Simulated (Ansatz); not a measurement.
# CH4F2O2Si: the cost of one run

Method: RKS PBE0-D4/6-31G, in Ansatz 0.2.0.

## (1) The starting structure

Bond lengths: Si1–O2 1.680 Å, O2–C3 1.420 Å, C3–H4 1.110 Å, C3–H5 1.110 Å, C3–H6 1.110 Å, Si1–F7 1.590 Å, Si1–O8 1.679 Å, O8–H9 1.010 Å, Si1–F10 1.589 Å. Angles: Si1–O2–C3 125.0°, O2–Si1–F7 109.5°, O2–Si1–O8 109.5°, O2–Si1–F10 109.5°, F7–Si1–O8 109.5°, F7–Si1–F10 109.5°, O8–Si1–F10 109.5°, O2–C3–H4 109.5°, O2–C3–H5 109.5°, O2–C3–H6 109.5°, H4–C3–H5 109.4°, H4–C3–H6 109.4°, H5–C3–H6 109.4°, Si1–O8–H9 109.5°.

Coordinates:

```xyz
10

Si    0.0000    0.0000    0.0000
O     0.0000    0.0000    1.6800
C    -1.1112   -0.3437    2.4945
H    -1.8140   -0.9775    1.9143
H    -0.7584   -0.9037    3.3856
H    -1.6313    0.5809    2.8212
F     1.4994    0.0000   -0.5295
O    -0.7913    1.3709   -0.5594
H    -1.7491    1.1401   -0.7818
F    -0.7489   -1.2974   -0.5295
```

## (2) Preparing the start

Contents of input.yaml:

```yaml
crystal:
  periodic: [false, false, false]
  atoms:
    - { symbol: Si, position_ang: [0.0, 0.0, 0.0] }
    - { symbol: O, position_ang: [0.0, 0.0, 1.68] }
    - { symbol: C, position_ang: [-1.1112, -0.3437, 2.4945] }
    - { symbol: H, position_ang: [-1.814, -0.9775, 1.9143] }
    - { symbol: H, position_ang: [-0.7584, -0.9037, 3.3856] }
    - { symbol: H, position_ang: [-1.6313, 0.5809, 2.8212] }
    - { symbol: F, position_ang: [1.4994, 0.0, -0.5295] }
    - { symbol: O, position_ang: [-0.7913, 1.3709, -0.5594] }
    - { symbol: H, position_ang: [-1.7491, 1.1401, -0.7818] }
    - { symbol: F, position_ang: [-0.7489, -1.2974, -0.5295] }
basis:
  gaussian: { orbitals: "6-31G" }
hamiltonian:
  xc: pbe0
  dispersion: d4
relax:
  f_tol: 0.02
  max_steps: 40
```

Launch:

```bash
$ ansatz run input.yaml --threads 1 --pin off --max-ram 2048MiB --backend cpu --events-out ev --progress --plain --runs-dir out
```

Q: Estimate wall time and peak memory on 1 thread of Arm Neoverse V1, shared host.

About 67 s, with a peak of 0.16 GiB.
